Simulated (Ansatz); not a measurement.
# GdO (zincblende): zero-pressure volume and bulk modulus with PBE + D4

An exercise on one series of results from a longer session: the logs are not shown, and one member is left open.

Program: Ansatz 0.2.0. Level of theory: DFT PBE + D4 with U = 6 eV on Gd 4f, scalar-relativistic, plane waves, PAW. These are calculated values, not measurements.

1 further run of the same task is left out (set aside as unsound or not needed).

## The structure to begin with

Symmetry: F-43m, No. 216, cubic system. Conventional cell: a = 5.400 Å, b = 5.400 Å, c = 5.400 Å, α = 90.00°, β = 90.00°, γ = 90.00°. Gd (site symmetry -43m) has 4 O at 2.34 Å as nearest neighbours. O (site symmetry -43m) is surrounded by 4 Gd at 2.34 Å.

Coordinates:

```
Gd O
1.0
     0.00000    2.70000    2.70000
     2.70000    0.00000    2.70000
     2.70000    2.70000    0.00000
Gd O
1 1
Cartesian
  0.0000 0.0000 0.0000
  1.3500 1.3500 1.3500
```

This cell comes from an earlier session at PBE+U (U_eff = 6 eV on Gd 4f): 19.683 Å³/atom at -0.19 GPa, on a 8×8×8 mesh, metallic, moments in the atoms' spheres Gd 7.02 μB.

The first run:

input.yaml

```yaml
crystal:
  lattice:
    - [0.0, 2.7, 2.7]
    - [2.7, 0.0, 2.7]
    - [2.7, 2.7, 0.0]
  atoms:
    - { symbol: Gd, position: [0.0, 0.0, 0.0], spin: 7.72 }
    - { symbol: O, position: [0.25, 0.25, 0.25] }
basis:
  ecutwfc: 420
  ecutrho_ratio: 4
kpoints:
  mp_grid: { grid: [8, 8, 8] }
hamiltonian:
  xc: pbe
  dispersion: d4
  hubbard: { sites: [{ species: Gd, l: f, u_eff: 6.0 }] }
scf:
  occupations: { method: gaussian, width: 0.05 }
  lower_state_search: "off"
output:
  forces: true
  stress: true
  eigenvalues: true
  populations: true
  hubbard: { sites: [{ species: Gd, l: f }] }
magnetization:
  spin_polarized: true
checkpoint:
  read: start.run
  write: ck
  compress: false
  write_wavefunctions: false
  write_every: 100000
```

start.run holds the state of a PBE+U run on this cell.

Started as:

```sh
$ ansatz run input.yaml --threads 4 --pin off --max-ram 6144MiB --backend cpu --events-out ev --progress --plain --runs-dir out
```

Steps of the session up to this table: At the given cell; Stepping to 19.376 Å³/atom; Stepping to 19.227 Å³/atom; Volume × 0.98 of the new zero; Volume × 1.02 of the new zero; Volume × 0.96 of the new zero; Volume × 1.04 of the new zero.

One of the session's tables, all rows but one given; the rest of the session is left out.

It belongs to the step «Energy and pressure against volume». 

```
volume (Å³/atom)  energy (meV/atom)  pressure (GPa)
          18.458              10.78            4.64
          18.842               2.58            2.20
          19.227               0.00            0.00
          19.611                  ?               ?
          19.996               9.38           -3.78
```

Q: Estimate the row for volume (Å³/atom) = 19.611 from the others.

Worked estimate for «energy (meV/atom)». A straight line through the neighbours (19.227, 0.00) and (19.996, 9.38) gives 0.00 + (9.38 − 0.00) × (19.611 − 19.227) / (19.996 − 19.227) = 4.68; a parabola fitted to 3 rows on both sides gives 2.26.

As computed: energy (meV/atom): 2.45; pressure (GPa): -1.99. In «energy (meV/atom)» the line misses by +2.23 and the parabola by -0.19.

Caveats from the session: Warnings in the runs' records: filled band counts differ across k points, stability check not made.
